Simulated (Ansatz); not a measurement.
# Sn (I4_1/amd): scan of the energy under strain from a Python script

What does a strain cost in Sn (I4_1/amd)? Wanted for Sn (I4_1/amd): a scan of the energy under strain.

Computed with Ansatz 0.2.0, driven from Python. Level of theory: DFT r2SCAN, plane waves, PAW.

### 1 The system

Symmetry: I4_1/amd, No. 141, tetragonal system. Conventional cell: a = 5.839 Å, b = 5.839 Å, c = 3.188 Å, α = 90.00°, β = 90.00°, γ = 90.00°. Sn (site symmetry -4m2) has 6 Sn at 3.03 to 3.19 Å as nearest neighbours.

No structure file is read: the coordinates are typed or built in the script.

### 2 Script

The input, run_strain.py:

```python
"""A shear strain scan of Sn."""

import ansatz as az
import numpy as np

vectors0 = np.array([
    [-2.919644, 2.919644, 1.5938],
    [2.919644, -2.919644, 1.5938],
    [2.919644, 2.919644, -1.5938],
])
sites = [
    ("Sn", [0.0, 0.0, 0.0]),
    ("Sn", [0.75, 0.25, 0.5]),
]


def crystal_on(cell):
    crystal = az.Crystal(lattice=az.Lattice.of(cell))
    for symbol, position in sites:
        crystal = crystal.atom(symbol, position)
    return crystal

# clamped ions: the fractional positions stay as typed
values = np.linspace(-0.05, 0.05, 7)
energies = []
for d in values:
    strain = np.array([[0, d / 2, 0], [d / 2, 0, 0], [0, 0, 0]])
    cell = vectors0 @ (np.eye(3) + strain)
    model = (
        crystal_on(cell).calculation()
        .occupations("fermi_dirac")
        .basis(530)
        .functional("r2scan")
        .kpoints(12, 12, 12)
        .stress()
    )
    report = model.run(threads=1, backend="cpu").report
    energies.append(report["free_energy_ev"] / len(sites))
    s = report["stress_gpa"]
    print(f"d = {d:+.4f}  stress xx yy zz xy (GPa, compression positive): {s[0][0]:8.3f} {s[1][1]:8.3f} {s[2][2]:8.3f} {s[0][1]:8.3f}")
energies = np.array(energies)

for value, e in zip(values, energies):
    print(f"strain {value:7.3f}   E - Emin = {1000 * (e - energies.min()):9.3f} meV/atom")
np.savetxt("strain.csv", np.column_stack([values, energies]), fmt="%.6f", delimiter=",", header="strain,energy_eV_per_atom")
curvature = 2 * np.polyfit(values, energies, 3)[1]
volume = abs(np.linalg.det(vectors0)) / len(sites)
print(f"d2E/dd2 over the volume: {curvature / volume * 160.21766:.1f} GPa")
```

### 3 The calls as engine input

The package turns the script's settings into the engine's input (first run):

```yaml
crystal:
  lattice:
    - [-2.9926350999999998, 2.9926350999999998, 1.5938]
    - [2.9926350999999998, -2.9926350999999998, 1.5938]
    - [2.8466529, 2.8466529, -1.5938]
  atoms:
    - { symbol: Sn, position: [0.0, 0.0, 0.0] }
    - { symbol: Sn, position: [0.75, 0.25, 0.5] }
basis:
  ecutwfc: 530.0
kpoints:
  mp_grid:
    grid: [12, 12, 12]
hamiltonian:
  xc: r2scan
scf:
  occupations:
    method: fermi_dirac
output:
  stress: true
```

### 4 Launch

Command:

```console
> python run_strain.py
```

The log of the run:

```text
d = -0.0500  stress xx yy zz xy (GPa, compression positive):    1.042    1.042    0.726    1.590
d = -0.0333  stress xx yy zz xy (GPa, compression positive):    0.998    0.998    0.700    1.068
d = -0.0167  stress xx yy zz xy (GPa, compression positive):    0.980    0.980    0.666    0.535
d = +0.0000  stress xx yy zz xy (GPa, compression positive):    0.976    0.976    0.651    0.000
d = +0.0167  stress xx yy zz xy (GPa, compression positive):    0.980    0.980    0.666   -0.535
d = +0.0333  stress xx yy zz xy (GPa, compression positive):    0.998    0.998    0.700   -1.068
d = +0.0500  stress xx yy zz xy (GPa, compression positive):    1.042    1.042    0.726   -1.590
strain  -0.050   E - Emin =     6.890 meV/atom
strain  -0.033   E - Emin =     3.070 meV/atom
strain  -0.017   E - Emin =     0.768 meV/atom
strain   0.000   E - Emin =     0.000 meV/atom
strain   0.017   E - Emin =     0.768 meV/atom
strain   0.033   E - Emin =     3.070 meV/atom
strain   0.050   E - Emin =     6.890 meV/atom
d2E/dd2 over the volume: 32.5 GPa
```

It took 3.2 min on 1 thread of Arm Neoverse V2, shared host; peak memory 0.83 GiB.

File strain.csv afterwards:

```csv
# strain,energy_eV_per_atom
-0.050000,-6038.515312
-0.033333,-6038.519133
-0.016667,-6038.521434
0.000000,-6038.522203
0.016667,-6038.521434
0.033333,-6038.519133
0.050000,-6038.515312
```

### 5 What changed from run to run

The engine's inputs for some of the other runs:

Run 2, against run 1:

```diff
@@ -3,3 +3,3 @@
-    - [-2.9926350999999998, 2.9926350999999998, 1.5938]
-    - [2.9926350999999998, -2.9926350999999998, 1.5938]
-    - [2.8466529, 2.8466529, -1.5938]
+    - [-2.9683047333333334, 2.9683047333333334, 1.5938]
+    - [2.9683047333333334, -2.9683047333333334, 1.5938]
+    - [2.8709832666666664, 2.8709832666666664, -1.5938]
```

Run 6, against run 1:

```diff
@@ -3,3 +3,3 @@
-    - [-2.9926350999999998, 2.9926350999999998, 1.5938]
-    - [2.9926350999999998, -2.9926350999999998, 1.5938]
-    - [2.8466529, 2.8466529, -1.5938]
+    - [-2.8709832666666664, 2.8709832666666664, 1.5938]
+    - [2.8709832666666664, -2.8709832666666664, 1.5938]
+    - [2.9683047333333334, 2.9683047333333334, -1.5938]
```

Run 7, against run 1:

```diff
@@ -3,3 +3,3 @@
-    - [-2.9926350999999998, 2.9926350999999998, 1.5938]
-    - [2.9926350999999998, -2.9926350999999998, 1.5938]
-    - [2.8466529, 2.8466529, -1.5938]
+    - [-2.8466529, 2.8466529, 1.5938]
+    - [2.8466529, -2.8466529, 1.5938]
+    - [2.9926350999999998, 2.9926350999999998, -1.5938]
```

### 6 What each run gave

One row for each of the 7 runs:

| run | strain | energy from run 4 (meV/atom) | pressure (GPa) | SCF cycles | CPU time (s) |
| --- | --- | --- | --- | --- | --- |
| 1 | -0.050 | 6.89 | 0.94 | 6 | 29 |
| 2 | -0.033 | 3.07 | 0.90 | 6 | 28 |
| 3 | -0.017 | 0.77 | 0.88 | 6 | 29 |
| 4 | 0.000 | 0.00 | 0.87 | 6 | 17 |
| 5 | 0.017 | 0.77 | 0.88 | 6 | 29 |
| 6 | 0.033 | 3.07 | 0.90 | 6 | 28 |
| 7 | 0.050 | 6.89 | 0.94 | 6 | 29 |

Energies are free energies F = E - TS of the smeared occupations. 

### 7 Results

```
                  quantity          value
curvature under the strain       32.5 GPa
             runs compared              7
           range of energy  6.89 meV/atom
      lowest point, strain          0.000
```

**Reading.** Against the unstrained cell the energy per atom changes by +6.89 meV at one end of the scan and +6.89 meV at the other, and its second derivative over the volume is 32.5 GPa. Caveats:
- The curvature belongs to this strain pattern and to the cell's stress; it equals a single elastic constant only for simple patterns.
- In a metal a curvature from energy changes of a few meV or less hangs on mesh and smearing, in size and even in sign.
- The ions keep their fractional positions (clamped ions).
